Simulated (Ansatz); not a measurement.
Geometry optimisation, Ansatz, DFT PBE, scalar-relativistic, plane waves, PAW.

Input:

```yaml
crystal:
  lattice:
    - [0.0, 5.43, 5.43]
    - [5.43, 0.0, 5.43]
    - [5.43, 5.43, 0.0]
  atoms:
    - { symbol: Si, position: [0.0, 0.0, 0.0] }
    - { symbol: Si, position: [0.125, 0.125, 0.125] }
    - { symbol: Si, position: [0.0, 0.0, 0.5] }
    - { symbol: Si, position: [0.125, 0.125, 0.625] }
    - { symbol: Si, position: [0.0, 0.5, 0.0] }
    - { symbol: Si, position: [0.125, 0.625, 0.125] }
    - { symbol: Si, position: [0.0, 0.5, 0.5] }
    - { symbol: Si, position: [0.125, 0.625, 0.625] }
    - { symbol: Si, position: [0.5, 0.0, 0.0] }
    - { symbol: Si, position: [0.625, 0.125, 0.125] }
    - { symbol: Si, position: [0.5, 0.0, 0.5] }
    - { symbol: Si, position: [0.625, 0.125, 0.625] }
    - { symbol: Si, position: [0.5, 0.5, 0.0] }
    - { symbol: Si, position: [0.625, 0.625, 0.125] }
    - { symbol: Si, position: [0.5, 0.5, 0.5] }
    - { symbol: Si, position: [0.625, 0.625, 0.625] }
    - { symbol: Al, position: [0.5596633, 0.818589, 0.8138242], spin: 1.0 }
magnetization:
  spin_polarized: true
basis:
  ecutwfc: 420.0
kpoints:
  mp_grid: { grid: [2, 2, 2] }
hamiltonian:
  xc: pbe
  pseudopotentials: { kind: paw, azcp: { folder: soft_1 } }
scf:
  occupations: { method: gaussian, width: 0.02 }
  lower_state_search: "off"
relax:
  f_tol: 0.03
  max_steps: 60
  adjacent_minimum: "off"
```

Launched with:

```bash
$ ansatz run input.yaml --threads 2 --pin off --max-ram 5120MiB --backend cpu --events-out ev --progress --plain --runs-dir out
```

Q: Where does it end, and by what steps?

A: The forces met the threshold. The force dipped under the threshold on the way, but the program's further checks kept it going. Limits of this set-up: coarse k mesh, a small cell, in which the defect meets its images. After 9 steps the energy has fallen by 2.071 eV; Al17 moved furthest, 1.08 Å. Joined: Si1–Al17 (3.51 → 2.44 Å), Si2–Al17 (3.49 → 2.73 Å), Si4–Al17 (3.51 → 2.73 Å), Si6–Al17 (3.53 → 2.73 Å).

```
step  energy less start (eV)  largest force component (eV/Å)  accepted
   0                  0.0000                           2.931       yes
   1                 -0.9544                           1.206       yes
   2                 -1.2704                           0.184       yes
   3                 -1.3613                           0.345       yes
   4                 -1.5078                           0.445       yes
   5                 -1.6363                           0.360       yes
   6                 -1.8533                           0.344       yes
   7                 -2.0165                           0.195       yes
   8                 -2.0714                           0.030       yes
   9                 -2.0714                           0.030       yes
```

```xyz
17
Lattice="0.0000 5.4300 5.4300 5.4300 0.0000 5.4300 5.4300 5.4300 0.0000" Properties=species:S:1:pos:R:3
Si 0.008 -0.006 -0.005
Si 1.332 1.396 1.398
Si 2.666 2.766 0.031
Si 4.036 4.100 1.398
Si 2.666 0.029 2.768
Si 4.036 1.396 4.101
Si 5.403 2.766 2.768
Si 6.755 4.107 4.108
Si 0.010 2.803 2.804
Si 1.320 4.113 4.114
Si 2.629 5.422 2.803
Si 4.035 6.827 4.130
Si 2.630 2.802 5.424
Si 4.035 4.128 6.828
Si 5.411 5.451 5.452
Si 6.733 6.827 6.828
Al 9.460 6.831 6.833
```

Whether the end is a true minimum wasn't checked by a vibrational analysis.

Run time: 74 s on 2 threads of Arm Neoverse V2, with other jobs on the host, peak memory 0.68 GiB.
